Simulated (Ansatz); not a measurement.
The system is Ta3AsAu2O13.

```
Ta As Au O
1.0
     6.43030   -1.94333   -0.00483
     6.43030    1.94333   -0.00483
    -2.54785    0.00000   10.68617
Ta As Au O
3 1 2 13
Cartesian
  4.5247 0.0000 3.7670
  6.0597 0.0000 7.2197
  1.7990 0.0000 10.5616
  7.9903 0.0000 0.0311
  8.3231 0.0000 3.7097
  2.3136 0.0000 6.7574
  8.6038 0.0000 1.6474
  6.3527 0.0000 3.6998
  2.3873 0.0000 4.7518
  2.1597 0.0000 8.7356
  4.8024 0.0000 5.8862
  8.0919 0.0000 6.6978
  4.1996 0.0000 1.9509
  10.3810 0.0000 3.9020
  5.2563 0.0000 8.9247
  -0.2078 0.0000 7.1659
  6.2651 0.0000 0.3242
  -0.3802 0.0000 10.5475
  7.7751 0.0000 10.4897
```

The cell was built by a generator and needn't be a form met in nature.

* Program: Ansatz 0.2.0
* Task: relaxation of cell and atoms
* Functional: r2SCAN
* Dispersion: rVV10
* Potentials or basis: Ansatz PAW
* Cutoff: 500 eV (not typed: the program's choice for these potentials)
* k mesh: 5 × 5 × 2
* Occupations: fermi-dirac, width 0.05 eV
* Spin: no spin polarisation

At the start: volume 14.05 Å³/atom.

Where does the relaxation end?

It ends after 10 steps and the volume is 13.42 Å³/atom (-4.5 %); space group Cm (No. 8, to 0.05 Å).

The path:
| step | energy change (eV) | largest force (eV/Å) | volume (Å³) |
| --- | --- | --- | --- |
| 1 | 0.0000 | 0.4815 | 267.03 |
| 2 | -0.2172 | 0.4920 | 256.03 |
| 3 | -0.2377 | 0.1501 | 256.11 |
| 4 | -0.2424 | 0.1027 | 255.94 |
| 5 | -0.2500 | 0.2063 | 255.04 |
| 6 | -0.2525 | 0.0749 | 254.97 |
| 7 | -0.2531 | 0.0234 | 255.01 |
| 8 | -0.2531 | 0.0146 | 255.02 |
| 9 | -0.2531 | 0.0032 | 255.02 |
| 10 | -0.2461 | 0.0036 | 255.02 |

Final structure:
```cif
data_structure
_symmetry_space_group_name_H-M 'P 1'
_symmetry_Int_Tables_number 1
_cell_length_a 6.5756
_cell_length_b 6.5756
_cell_length_c 10.8322
_cell_angle_alpha 102.872
_cell_angle_beta 102.872
_cell_angle_gamma 34.049
_cell_volume 255.02
loop_
_atom_site_label
_atom_site_type_symbol
_atom_site_fract_x
_atom_site_fract_y
_atom_site_fract_z
_atom_site_occupancy
Ta1 Ta 0.42059 0.42059 0.35275 1
Ta2 Ta 0.60940 0.60940 0.67967 1
Ta3 Ta 0.33227 0.33227 0.98940 1
As1 As 0.62157 0.62157 0.00367 1
Au1 Au 0.71623 0.71623 0.34564 1
Au2 Au 0.31015 0.31015 0.63386 1
O1 O 0.70143 0.70143 0.15476 1
O2 O 0.56178 0.56178 0.33921 1
O3 O 0.27757 0.27757 0.44631 1
O4 O 0.33248 0.33248 0.81925 1
O5 O 0.48849 0.48849 0.54961 1
O6 O 0.75926 0.75926 0.62826 1
O7 O 0.35707 0.35707 0.18146 1
O8 O 0.88090 0.88090 0.36521 1
O9 O 0.57061 0.57061 0.83684 1
O10 O 0.12086 0.12086 0.67646 1
O11 O 0.49226 0.49226 0.03487 1
O12 O 0.16028 0.16028 0.98657 1
O13 O 0.78681 0.78681 0.97619 1
```

Caveat: the plane-wave basis is chosen anew once the cell has moved, so the energies of steps on either side of that aren't comparable; the PAW data sets come from PBE, with cores solved anew for the run's functional, which leaves a small shift of forces and pressure.
